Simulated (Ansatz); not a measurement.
**C2H6ClFSi: one species, many methods**

One table from this session's results is given with a row withheld; the runs are named, their logs left out.

Program: Ansatz 0.2.0, Gaussian basis. Level of theory: functionals in def2-TZVPP, the program's frozen cores in correlated methods. These are calculated values, not measurements.

Levels to be run: PBE-D4, r2SCAN-D4, PBE0-D4, B3LYP-D4, ωB97X-V, ωB97M-V, B2PLYP; CCSD(T)/def2-TZVPP; MP2/def2-QZVPP; extrapolation to the limit.

### The geometry

All runs share one geometry, relaxed beforehand with PBE0-D4 in a triple-zeta def2 set.

11 atoms, charge 0, spin multiplicity 1.

Atoms are counted from 1 here; the program's logs count them from 0.

Bond lengths: C1–Si2 1.853 Å, C1–H6 1.092 Å, C1–H7 1.092 Å, C1–H8 1.093 Å, Si2–Cl3 2.064 Å, Si2–C4 1.889 Å, Si2–H9 1.483 Å, C4–F5 1.394 Å, C4–H10 1.094 Å, C4–H11 1.095 Å. Angles: Si2–C1–H6 111.0°, Si2–C1–H7 110.9°, Si2–C1–H8 109.5°, H6–C1–H7 108.5°, H6–C1–H8 108.5°, H7–C1–H8 108.5°, C1–Si2–Cl3 110.4°, C1–Si2–C4 111.5°, C1–Si2–H9 111.7°, Cl3–Si2–C4 105.5°, Cl3–Si2–H9 107.5°, C4–Si2–H9 109.9°, Si2–C4–F5 109.0°, Si2–C4–H10 111.8°, Si2–C4–H11 111.3°, F5–C4–H10 108.4°, F5–C4–H11 108.3°, H10–C4–H11 107.9°.

The first run:

Input file in.yaml:

```yaml
crystal:
  periodic: [false, false, false]
  atoms:
    - {symbol: C, position_ang: [-1.412354, -0.302421, 0.654916]}
    - {symbol: Si, position_ang: [0.400553, 0.077933, 0.592748]}
    - {symbol: Cl, position_ang: [1.492570, -1.493457, 1.367259]}
    - {symbol: C, position_ang: [1.004984, 0.284405, -1.185423]}
    - {symbol: F, position_ang: [0.278725, 1.305684, -1.796539]}
    - {symbol: H, position_ang: [-1.756265, -0.398920, 1.686607]}
    - {symbol: H, position_ang: [-1.633606, -1.233005, 0.127904]}
    - {symbol: H, position_ang: [-1.971799, 0.506913, 0.177844]}
    - {symbol: H, position_ang: [0.734578, 1.287066, 1.383727]}
    - {symbol: H, position_ang: [2.067518, 0.543639, -1.225199]}
    - {symbol: H, position_ang: [0.860594, -0.634738, -1.763244]}
basis:
  gaussian: {orbitals: def2-TZVPP}
hamiltonian: {xc: pbe, dispersion: d4}
output: {forces: true, orbitals: {seedname: orbitals}}
```

Started as:

```
$ ansatz run in.yaml --threads 4 --pin off --events-out ev --progress --plain --max-ram 10444MiB
```

Steps of the session up to this table: PBE-D4 (GGA); r2SCAN-D4 (meta-GGA); PBE0-D4 (hybrid); B3LYP-D4 (hybrid); ωB97X-V (range-separated); ωB97M-V (range-separated); B2PLYP (double hybrid); CCSD(T) in def2-TZVPP; MP2 in def2-QZVPP.

One of the session's tables, all rows but one given; the rest of the session is left out.

It belongs to the step «Atomisation energies». 

```
            method  atomisation energy (eV)
            PBE-D4                   41.813
         r2SCAN-D4                   41.377
           PBE0-D4                   41.279
          B3LYP-D4                   41.125
           ωB97X-V                   41.413
           ωB97M-V                   41.406
            B2PLYP                   40.725
     HF/def2-TZVPP                        ?
    MP2/def2-TZVPP                   40.821
   CCSD/def2-TZVPP                   39.685
CCSD(T)/def2-TZVPP                   40.214
           MP2/CBS                   41.876
       CCSD(T)/CBS                   41.270
```

**Question.** Estimate the row for HF/def2-TZVPP.

As computed: atomisation energy (eV): 30.942. In the column «atomisation energy (eV)» it is the lowest.
